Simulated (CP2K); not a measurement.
**Sn3Te under changes of volume**

One of the cells (28.798 Å³/atom); the others are scaled copies at fixed shape and fractional positions:

```
CELL_PARAMETERS angstrom
4.86562 0.00000 0.00000
0.00000 4.86562 0.00000
0.00000 0.00000 4.86562
ATOMIC_POSITIONS crystal
Te 0.00000 0.00000 0.00000
Sn 0.00000 0.50000 0.50000
Sn 0.50000 0.00000 0.50000
Sn 0.50000 0.50000 0.00000
```

The cell comes from a database or a generator and needn't be the stable form of this composition.

```yaml
Program: CP2K 2026.2
Functional: LDA
Potentials_or_basis: GTH_POTENTIALS Te GTH-PADE-q6, Sn GTH-PADE-q4; TZVP-MOLOPT-PBE-GTH basis
Density_cutoff: 6123 eV
k_mesh: 6 × 6 × 6
Occupations: fermi-dirac, width 0.05 eV
Spin: no spin polarisation
```

```csv
volume (Å³/atom),energy over the lowest point (meV/atom),pressure (GPa)
27.070,0.00,-0.1
27.646,2.00,-1.1
28.222,7.52,-2.0
28.798,16.24,-2.9
29.373,27.83,-3.6
29.949,?,?
30.525,58.34,-4.9
```

Task: What does the run at 29.949 Å³/atom give?

Result: Energy over the lowest point 41.95 meV/atom; pressure -4.3 GPa.

Worked out: A Birch-Murnaghan fit of order 3 (a polynomial in V^(-2/3)) to the other rows has its minimum at 27.06 Å³/atom, just outside them, with B0 = V·E''(V) = 52 GPa and B' = 4.3. It gives 41.94 meV/atom at 29.949 Å³/atom, against the run's 41.95, and -dE/dV = -4.3 GPa, against -4.3.

Energies are extrapolated to zero smearing.

Caveats: the basis of atomic orbitals isn't converged, which shifts pressures, moduli and gaps.
